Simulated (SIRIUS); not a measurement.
ScAl3:

```
Sc Al
1.0
     4.08781    0.00000    0.00000
     0.00000    4.08781    0.00000
     0.00000    0.00000    4.08781
Sc Al
1 3
Direct
  0.00000 0.00000 0.00000
  0.50000 0.50000 0.00000
  0.00000 0.50000 0.50000
  0.50000 0.00000 0.50000
```

The cell is a database's computed one.

| Quantity | Value |
| --- | --- |
| Program | SIRIUS 7.12.0 |
| Task | single point |
| Functional | PBEsol |
| Potentials or basis | all-electron FP-LAPW |
| Cutoff | 183 eV |
| Basis | apw+lo standard |
| k mesh | 7 × 7 × 7 |
| Occupations | fermi-dirac, width 0.05 eV |
| Spin | no spin polarisation |

On this cell: largest force zero by symmetry; band gap on the k mesh none (metal or under the smearing width).

The same run follows on a disturbed copy (atoms moved at random):

```
Sc Al
1.0
     4.08781    0.00000    0.00000
     0.00000    4.08781    0.00000
     0.00000    0.00000    4.08781
Sc Al
1 3
Direct
  0.00430 0.99952 0.99338
  0.49763 0.49880 0.01184
  0.98723 0.50111 0.49913
  0.50018 0.00798 0.50181
```

**Question.** What changes?

**Answer.** The energy (extrapolated to zero smearing) moves by +5.5 meV/atom; largest force 0.410 eV/Å; band gap on the k mesh none (metal or under the smearing width).

Forces on the atoms (eV/Å):
```
Sc  -0.254  0.046  0.319
Al   0.037  0.086 -0.246
Al   0.245  0.024  0.000
Al  -0.029 -0.157 -0.073
```
